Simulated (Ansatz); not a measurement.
# AlGeF (triplet): wave-function methods side by side, cc-pVDZ

One table from this session's results is given with a row withheld; the runs are named, their logs left out.

The runs use Ansatz 0.2.0, Gaussian basis; cc-pVDZ, core rule «outside noble gas», up to 20 orbitals frozen.

To be run: UHF; CCSD(T) on ROHF; CCSD(T) on UHF; BCCD(T) on ROHF; CISD; CCSDT(Q) on ROHF; CCSDT(Q) on UHF.

24 further runs of the same task are left out: 6 for a known fault of the program, 7 that didn't finish, 11 set aside as unsound or not needed.

### What is computed

The geometry is a PBE0/def2-TZVP stationary point (not a proven minimum) of the parent state, kept for this charge and spin. No spin-orbit coupling is included. The filled d shell of Ge may be among the frozen orbitals whatever the setting's name suggests; the logs give the count.

3 atoms, charge 0, spin multiplicity 3.

Atoms are counted from 1 here; the program's logs count them from 0.

Bond lengths: Al1–Ge2 2.422 Å, Al1–F3 1.649 Å. Angles: Ge2–Al1–F3 180.0°.

Geometry (Å):

```
Al    0.0000    0.0000    0.2578
Ge    0.0000    0.0000   -2.1645
F     0.0000    0.0000    1.9067
```

Set-up of the first run:

in.yaml reads:

```yaml
crystal:
  periodic: [false, false, false]
  atoms:
    - {symbol: Al, position_ang: [0.000000, 0.000000, 0.257800]}
    - {symbol: Ge, position_ang: [0.000000, 0.000000, -2.164500]}
    - {symbol: F, position_ang: [0.000000, 0.000000, 1.906700]}
basis:
  gaussian: {orbitals: cc-pVDZ}
magnetization: {spin_polarized: true, initial_magnetization: 2}
hamiltonian: {xc: hf}
output: {orbitals: {seedname: orbitals}}
```

Launch:

```bash
$ ansatz run in.yaml --threads 1 --pin off --events-out ev --progress --plain --max-ram 2393MiB
```

Steps of the session up to this table: UHF; CCSD(T) on ROHF; CCSD(T) on UHF; BCCD(T) on ROHF; CISD; CCSDT(Q) on ROHF; CCSDT(Q) on UHF.

One of the session's tables, all rows but one given; the rest of the session is left out.

| method | from UCCSDT(Q) (kJ/mol) |
| --- | --- |
| ROHF | +860.6 |
| UHF | +851.4 |
| RMP2 | +82.7 |
| UMP2 | ? |
| CISD | +106.3 |
| RCCSD | +28.4 |
| UCCSD | +27.6 |
| RCCSD(T) | +6.3 |
| UCCSD(T) | +5.9 |
| BCCD(T) | +5.9 |
| RCCSDT | +2.9 |
| UCCSDT | +2.4 |
| RCCSDT(Q) | +0.8 |
| UCCSDT(Q) | 0 |

Estimate the missing values for UMP2.

The run gave: from UCCSDT(Q) (kJ/mol): +84.8. In the column «from UCCSDT(Q) (kJ/mol)» it lies between RMP2 (+82.7) and CISD (+106.3).

Limits of these values: Restricted and unrestricted rows rest on different reference determinants; where their highest levels disagree by more than a few hundredths of an eV, they describe different states and don't form one ladder.
